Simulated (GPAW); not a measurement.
A run of GPAW 26.7.0 is set up as follows.

Contents of run.py:

```python
from ase.dft.bandgap import bandgap
from ase.io import read, write
from ase.units import GPa
from gpaw import GPAW, PW

atoms = read('LiY3.xyz')

calc = GPAW(mode=PW(800),
            xc='PBE',
            kpts={'size': (6, 6, 6), 'gamma': True},
            occupations={'name': 'fermi-dirac', 'width': 0.05},
            setups={'Y': ':d,6.0'},
            nbands=34,
            convergence={'density': 1e-05, 'energy': 1e-05},
            maxiter=150,
            txt='gpaw.txt')
atoms.calc = calc
energy = atoms.get_potential_energy()
forces = atoms.get_forces()
stress = atoms.get_stress()
calc.write('gs.gpw')
write('result.traj', atoms)
print(f'Energy: {energy:.6f} eV')
print('Forces (eV/A):')
print(forces.round(4))
print('Stress (GPa):', (stress / GPa).round(3))
print('Fermi level:', round(calc.get_fermi_level(), 4), 'eV')
print(f'Gap: {bandgap(calc)[0]:.4f} eV, direct: {bandgap(calc, direct=True)[0]:.4f} eV')
```

The input LiY3.xyz:

```xyz
4
Lattice="-2.3671900000 2.3671900000 5.3266430000 2.3671900000 -2.3671900000 5.3266430000 2.3671900000 2.3671900000 -5.3266430000" Properties=species:S:1:pos:R:3 pbc="T T T"
Y      0.0000000000      0.0000000000      5.3266430000
Y      2.3671900000      0.0000000000      2.6633215000
Y      0.0000000000      2.3671900000      2.6633215000
Li     0.0000000000      0.0000000000      0.0000000000
```

Potentials or basis: GPAW PAW data sets (gpaw-data 1.2.1), pw.

Run with:

```console
$ OMP_NUM_THREADS=1 python run.py
```

(1) What does it give for the pressure?

(2) Estimate the band gap on the k mesh.

Results:

(1) 10.4 GPa.

(2) none (metal or under the smearing width).

Caveat: U without spin polarisation on a metal has little footing; the U is typed as a test and isn't derived for this compound.
